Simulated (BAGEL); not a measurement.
# AlCl2F (SMILES [F][Al]([Cl])[Cl]): a first try and a second

Wanted: the vertical excitations of AlCl2F, CIS/6-31G* (density fitting with svp-jkfit, spherical functions).

Program for the calculation: BAGEL 1.2.2.

5 further runs of the same task are left out: 5 set aside as unsound or not needed.

**1. The molecule**

AlCl2F has 4 atoms, charge 0, and is taken as a singlet. SMILES: `[F][Al]([Cl])[Cl]`. The shape comes from GFN2-xTB, which is rough for such elements, and wasn't checked as a minimum.

Bond lengths: Al1–Cl2 2.019 Å, Al1–Cl3 2.019 Å, Al1–F4 1.655 Å. Angles: Cl2–Al1–Cl3 127.3°, Cl2–Al1–F4 116.4°, Cl3–Al1–F4 116.4°.

**2. The input as first written**

Input file calc.json:

```json
{ "bagel": [

{
  "title": "molecule",
  "basis": "6-31gs.json",
  "df_basis": "svp-jkfit",
  "angstrom": false,
  "geometry": [
    { "atom": "Al", "xyz": [    -0.03341036,    -0.05576582,    -0.00005669 ] },
    { "atom": "Cl", "xyz": [     3.76987134,    -0.35247172,     0.02690970 ] },
    { "atom": "Cl", "xyz": [    -2.10071405,     3.14987109,    -0.03068915 ] },
    { "atom": "X", "xyz": [    -1.63574693,    -2.74163356,     0.00383614 ] }
  ]
},

{
  "title": "hf"
},

{
  "title": "cis",
  "nstate": 5
}

]}
```

Launch:

```sh
$ BAGEL_NUM_THREADS=1 BAGEL calc.json > calc.out
```

What it wrote:

```text
* using 1 threads per process

  ===============================================================
  ===============================================================

  ERROR: EXCEPTION RAISED:  Unknown Atom number in a basis set file. Requested: x
```

Wall time 0.12 s (1 thread of Arm Neoverse V1, shared host).

**3. What went wrong**

The program refused the input.

The telling line is `ERROR: EXCEPTION RAISED:  Unknown Atom number in a basis set file. Requested: x`. What is wrong: the input names an element that the program doesn't know.

**4. The mended input**

Input file input.json:

```json
{ "bagel": [

{
  "title": "molecule",
  "basis": "6-31gs.json",
  "df_basis": "svp-jkfit",
  "angstrom": false,
  "geometry": [
    { "atom": "Al", "xyz": [    -0.03341036,    -0.05576582,    -0.00005669 ] },
    { "atom": "Cl", "xyz": [     3.76987134,    -0.35247172,     0.02690970 ] },
    { "atom": "Cl", "xyz": [    -2.10071405,     3.14987109,    -0.03068915 ] },
    { "atom": "F", "xyz": [    -1.63574693,    -2.74163356,     0.00383614 ] }
  ]
},

{ "title": "hf" },

{ "title": "cis", "nstate": 5 }

]}
```

The basis set 6-31G* is read from a file made from the Basis Set Exchange's data (not shown).

Launch:

```sh
$ BAGEL_NUM_THREADS=1 BAGEL input.json > input.out
```

What it wrote:

```text
* using 1 threads per process

  ===============================================================
  ===============================================================

  *** Geometry ***

  { "atom" : "Al", "xyz" : [     -0.033410,     -0.055766,     -0.000057 ] },
  { "atom" : "Cl", "xyz" : [      3.769871,     -0.352472,      0.026910 ] },
  { "atom" : "Cl", "xyz" : [     -2.100714,      3.149871,     -0.030689 ] },
  { "atom" : "F", "xyz" : [     -1.635747,     -2.741634,      0.003836 ] },

  Number of auxiliary basis functions:      461

  Since a DF basis is specified, we compute 2- and 3-index integrals:
    o Being stored without compression. Storage requirement is 0.017 GB

  Number of basis functions:       68
  Number of electrons      :       56

    * METHOD: MOLECULE                             0.20

  *** RHF ***

  === Nuclear Repulsion ===
   247.3276661269

      * DIIS with orbital gradients will be used.

  === RHF iteration (6-31gs.json) ===
      0      -1260.37718734          0.01876796           0.05
      1      -1260.47295309          0.01259429           0.05
      2      -1260.52597915          0.00087317           0.05
      3      -1260.52655347          0.00025640           0.05
      4      -1260.52660829          0.00004797           0.05
      5      -1260.52661056          0.00001183           0.05
[... 4 lines of this table left out ...]
     10      -1260.52661075          0.00000002           0.05
     11      -1260.52661075          0.00000001           0.05
    * SCF iteration converged.

    * Permanent dipole moment:
           (   -0.154029,    -0.259035,     0.000601) a.u.

    * METHOD: HF                                   0.74

  === CIS iteration ===

        0     0     0.34421291     0.00220997      0.04
        0     1     0.35029458     0.00218781      0.00
        0     2     0.36000815     0.00195353      0.00
        0     3     0.36695728     0.00214100      0.00
        0     4     0.39038429     0.00246936      0.00

[... 57 lines of this table left out ...]
       10     3     0.34704179     0.00000041      0.00
       10     4     0.36612499     0.00000042      0.00

    * CIS converged

    * Permanent dipole moment: Transition 0 -> 0
           (   -0.263092,     0.157387,    -0.002584) a.u.

    * Permanent dipole moment: Transition 0 -> 1
           (   -0.000180,     0.000106,    -0.000580) a.u.

    * Permanent dipole moment: Transition 0 -> 2
           (   -0.000182,     0.000114,    -0.000063) a.u.

    * Permanent dipole moment: Transition 0 -> 3
           (    0.266443,     0.445985,    -0.000734) a.u.

    * Permanent dipole moment: Transition 0 -> 4
           (   -0.128183,     0.076197,    -0.001256) a.u.

    * METHOD: CIS                                  0.55

  ===============================================================
```

Wall time 1.6 s (1 thread of Arm Neoverse V1, shared host); peak memory 0.11 GiB.

The roots found:

```
excited state  energy (eV)  strength
            1        8.845    0.0407
            2        8.999    0.0000
            3        9.425    0.0000
            4        9.443    0.1249
            5        9.963    0.0109
```

**5. Results**

Level: CIS/6-31G* (density fitting with svp-jkfit, spherical functions).

```
                         quantity           value
ground-state or mean-field energy  -1260.52661 Eh
         lowest excitation energy         8.85 eV
```

In words: The brightest of the 5 transitions from the ground state lies at 9.44 eV (131 nm, f = 0.125); the lowest, at 8.85 eV, has f = 0.041. The basis has no diffuse functions, so Rydberg states are missing or pushed up, and the true lowest state may lie lower.
